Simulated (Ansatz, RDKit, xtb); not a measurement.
**Isomers of C6H6Si, a sample narrowed down**

Which of a sample of isomers of C6H6Si is the most stable in the gas at 298.15 K, and what are its properties? The sample is small against all isomers, and the most stable one of this formula need not be in it.

Plan: many cheap relaxations first (GFN2-xTB), then density-functional screening, relaxation at r2SCAN-D4/def2-SVP, vibrations (at GFN2-xTB) and a final energy. The numbers are computed, not measured.

### Step 1. Drawing up candidates

Isomers were taken from a list of plausible structures; this is a sample, not all of them. That gives 3 candidates.

| label | SMILES | spin |
| --- | --- | --- |
| c390 | C#CC1=C[SiH2]C=C1 | singlet |
| c523 | C#C[SiH]1C=CC=C1 | singlet |
| c898 | C#CC1=CC=C[SiH2]1 | singlet |

Candidates are built by distance geometry, with a force field where one applies, in up to four conformers (letters a to d).

Q: Predict the outcome of this search (final energies at CCSD(T)/def2-SVP + MP2/def2-TZVPP - MP2/def2-SVP).

| quantity | value |
| --- | --- |
| lowest structure found | C#C[SiH]1C=CC=C1, singlet |
| next finalist | C#CC1=CC=C[SiH2]1, singlet, 7.4 kcal/mol higher in G |
| share at equilibrium, among the finalists | 100.0 % |

`C#C[SiH]1C=CC=C1` comes out lowest. The margin of 7.4 kcal/mol over the next finalist is beyond the usual error of the last level; it says nothing of structures that weren't ranked. HF/STO-3G, r2SCAN-D4/def2-SVP, r2SCAN-D4/def2-SVP, relaxed, HF/def2-SVP and MP2/def2-SVP already put its bonding pattern lowest among the structures in one piece; GFN2-xTB favours the singlet C#CC1=CC=C[SiH2]1. The search is not exhaustive (a finite list of starts, one conformer a finalist), so a lower isomer can't be ruled out. Only 3 drawn patterns were tried, so whole families of isomers are missing, and the result ranks this sample alone. The lowest isomer need not be the one that is made and kept in a bottle, which depends on barriers.
